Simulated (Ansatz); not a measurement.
# SbClF2: small, medium and large basis sets

One table from this session's results is given with a row withheld; the runs are named, their logs left out.

Program: Ansatz 0.2.0, Gaussian basis. Level of theory: one geometry, several basis sets. These are calculated values, not measurements.

The runs, in order: PBE0-D4/def2-SVP; ωB97M-V/def2-SVP; PBE0-D4/def2-QZVPP; ωB97M-V/def2-QZVPP; the functionals' def2-TZVPP values are taken from earlier runs.

## The relaxed structure

All runs share one geometry, relaxed beforehand with PBE0-D4 in a triple-zeta def2 set. Sb takes the def2 core potential; no spin-orbit term is included.

SMILES `[F][Sb]([F])[Cl]`, 4 atoms, charge 0, spin multiplicity 1.

Atoms are counted from 1 here; the program's logs count them from 0.

Bond lengths: F1–Sb2 1.892 Å, Sb2–F3 1.892 Å, Sb2–Cl4 2.320 Å. Angles: F1–Sb2–F3 94.2°, F1–Sb2–Cl4 96.2°, F3–Sb2–Cl4 96.2°.

The first run:

Contents of in.yaml:

```yaml
crystal:
  periodic: [false, false, false]
  atoms:
    - {symbol: F, position_ang: [-0.767414, -0.413508, 1.417327]}
    - {symbol: Sb, position_ang: [0.373402, 0.617613, 0.314889]}
    - {symbol: F, position_ang: [1.445476, -0.856031, -0.194104]}
    - {symbol: Cl, position_ang: [-0.995863, 0.591626, -1.558312]}
basis:
  gaussian: {orbitals: def2-SVP}
hamiltonian: {xc: pbe0, dispersion: d4}
output: {orbitals: {seedname: orbitals}}
```

On the command line:

```console
> ansatz run in.yaml --threads 2 --pin off --events-out ev --progress --plain --max-ram 32768MiB --backend cpu
```

Steps of the session up to this table: PBE0-D4 in def2-SVP; ωB97M-V in def2-SVP; PBE0-D4 in def2-QZVPP; ωB97M-V in def2-QZVPP.

One table of the session follows, with a row left open; its other results are not shown here.

It belongs to the step «Functionals by basis». 

| functional | basis | HOMO (eV) | LUMO (eV) |
| --- | --- | --- | --- |
| PBE0-D4 | def2-SVP | -8.96 | -1.54 |
| PBE0-D4 | def2-TZVPP | -9.18 | -1.79 |
| PBE0-D4 | def2-QZVPP | -9.21 | -1.84 |
| ωB97M-V | def2-SVP | ? | ? |
| ωB97M-V | def2-TZVPP | -11.30 | 0.04 |
| ωB97M-V | def2-QZVPP | -11.34 | -0.07 |

Estimate the missing values for ωB97M-V, def2-SVP.

As computed: HOMO (eV): -11.02; LUMO (eV): 0.45. In the column «HOMO (eV)» it lies between ωB97M-V, def2-TZVPP (-11.30) and PBE0-D4, def2-QZVPP (-9.21).
